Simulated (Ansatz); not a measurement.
# C₄H₁₀ClIn: how energies converge with the basis set

The task here is to estimate one member of a computed series from the others.

The runs use Ansatz 0.2.0, Gaussian basis; one geometry, several basis sets.

The runs, in order: PBE0-D4/def2-SVP; ωB97M-V/def2-SVP; PBE0-D4/def2-QZVPP; ωB97M-V/def2-QZVPP; the functionals' def2-TZVPP values are taken from earlier runs.

## The geometry

All runs share one geometry, relaxed beforehand with PBE0-D4 in a triple-zeta def2 set. In takes the def2 core potential; no spin-orbit term is included.

SMILES `CCC[CH](Cl)[InH2]`, 16 atoms, charge 0, spin multiplicity 1.

Atoms are counted from 1 here; the program's logs count them from 0.

Bond lengths: C1–C2 1.522 Å, C1–H7 1.097 Å, C1–H8 1.092 Å, C1–H9 1.094 Å, C2–C3 1.527 Å, C2–H10 1.094 Å, C2–H11 1.096 Å, C3–C4 1.510 Å, C3–H12 1.096 Å, C3–H13 1.097 Å, C4–Cl5 1.822 Å, C4–In6 2.176 Å, C4–H14 1.091 Å, In6–H15 1.722 Å, In6–H16 1.721 Å. Angles: C2–C1–H7 112.1°, C2–C1–H8 111.3°, C2–C1–H9 111.4°, H7–C1–H8 105.8°, H7–C1–H9 108.6°, H8–C1–H9 107.4°, C1–C2–C3 114.9°, C1–C2–H10 108.8°, C1–C2–H11 109.5°, C3–C2–H10 107.8°, C3–C2–H11 109.4°, H10–C2–H11 106.0°, C2–C3–C4 112.4°, C2–C3–H12 109.6°, C2–C3–H13 108.8°, C4–C3–H12 109.8°, C4–C3–H13 109.7°, H12–C3–H13 106.4° and more.

Set-up of the first run:

in.yaml

```yaml
crystal:
  periodic: [false, false, false]
  atoms:
    - {symbol: C, position_ang: [-1.112943, -1.209393, -0.496209]}
    - {symbol: C, position_ang: [0.174269, -1.451668, 0.278157]}
    - {symbol: C, position_ang: [1.205403, -0.330354, 0.179039]}
    - {symbol: C, position_ang: [0.691152, 0.976243, 0.734587]}
    - {symbol: Cl, position_ang: [2.022137, 2.220141, 0.744931]}
    - {symbol: In, position_ang: [-0.749624, 2.104315, -0.442463]}
    - {symbol: H, position_ang: [-1.737994, -0.439631, -0.027342]}
    - {symbol: H, position_ang: [-1.728706, -2.110760, -0.532651]}
    - {symbol: H, position_ang: [-0.907584, -0.910787, -1.528711]}
    - {symbol: H, position_ang: [0.641308, -2.369407, -0.091356]}
    - {symbol: H, position_ang: [-0.062653, -1.636828, 1.331768]}
    - {symbol: H, position_ang: [1.503380, -0.197424, -0.867050]}
    - {symbol: H, position_ang: [2.109197, -0.632373, 0.722311]}
    - {symbol: H, position_ang: [0.406612, 0.870428, 1.782086]}
    - {symbol: H, position_ang: [-0.464010, 2.123990, -2.140261]}
    - {symbol: H, position_ang: [-1.989956, 2.993529, 0.353184]}
basis:
  gaussian: {orbitals: def2-SVP}
hamiltonian: {xc: pbe0, dispersion: d4}
output: {orbitals: {seedname: orbitals}}
```

On the command line:

```console
> ansatz run in.yaml --threads 2 --pin off --events-out ev --progress --plain --max-ram 20480MiB --backend cpu
```

Steps of the session up to this table: PBE0-D4 in def2-SVP; ωB97M-V in def2-SVP; PBE0-D4 in def2-QZVPP; ωB97M-V in def2-QZVPP.

One of the session's tables, all rows but one given; the rest of the session is left out.

It belongs to the step «Functionals by basis». 

```
functional       basis  HOMO (eV)  LUMO (eV)
   PBE0-D4    def2-SVP      -6.86      -1.23
   PBE0-D4  def2-TZVPP      -6.92      -1.33
   PBE0-D4  def2-QZVPP      -6.94      -1.36
   ωB97M-V    def2-SVP      -8.99       0.40
   ωB97M-V  def2-TZVPP      -9.08       0.18
   ωB97M-V  def2-QZVPP          ?          ?
```

Estimate the missing values for ωB97M-V, def2-QZVPP.

The run gave: HOMO (eV): -9.10; LUMO (eV): 0.11. In the column «HOMO (eV)» it is the lowest.
